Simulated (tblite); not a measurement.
# C4H9BrOSi3: the cost of one run

Programs: tblite 0.8.0 and PySCF 2.14.0, with density-fitted response routines of our own. Each step states its level of theory. These are calculated values for one molecule in the gas phase, unless marked as measured. Atoms count from 0, in the outputs and in this text.

## Step 1: Starting geometry

18 atoms, charge 0, multiplicity 1; geometry from: force field or distance geometry start.

Bonds of the start (Å): C0–C1 1.19, C1–Si2 1.88, Si2–Si3 2.28, Si3–Br4 2.22, Si2–Si5 2.30, Si5–C6 1.87, C6–C7 1.49, C6–O8 1.23, C0–H9 1.07, Si2–H10 1.49, Si3–H11 1.49, Si3–H12 1.49, Si5–H13 1.49, Si5–H14 1.49, C7–H15 1.09, C7–H16 1.10, C7–H17 1.09.

## Step 2: Geometry optimisation with GFN2-xTB

The job: settings as JSON, then the geometry in Å.

```
{"job": {"kind": "relax", "xc": "GFN2-xTB", "basis": "xTB"}, "charge": 0, "multiplicity": 1}
C      0.722800     3.054400    -0.803000
C      0.988400     1.894000    -0.797500
Si     1.444500     0.067900    -0.763900
Si     2.362300    -0.537100     1.229600
Br     4.432800     0.249800     1.382800
Si    -0.469700    -1.194900    -0.991000
C     -1.550400    -0.807200     0.487900
C     -2.852000    -0.107400     0.272600
O     -1.122300    -1.150300     1.590800
H      0.472100     4.095900    -0.810400
H      2.358200    -0.229100    -1.901400
H      1.599200    -0.006100     2.395400
H      2.445900    -2.025200     1.344700
H     -0.114700    -2.643100    -1.079200
H     -1.166900    -0.837100    -2.258100
H     -2.690900     0.878500    -0.152700
H     -3.497000    -0.703900    -0.385500
H     -3.370900     0.007200     1.227500
```

The run is started by

```
> OMP_NUM_THREADS=1 python probes_run.py task.json out
```

The driver reads the jobs from task.json and runs them one after another.

Q: Estimate the wall time of this first job on 1 thread of Arm Neoverse V1, shared host.

About 3.1 s.
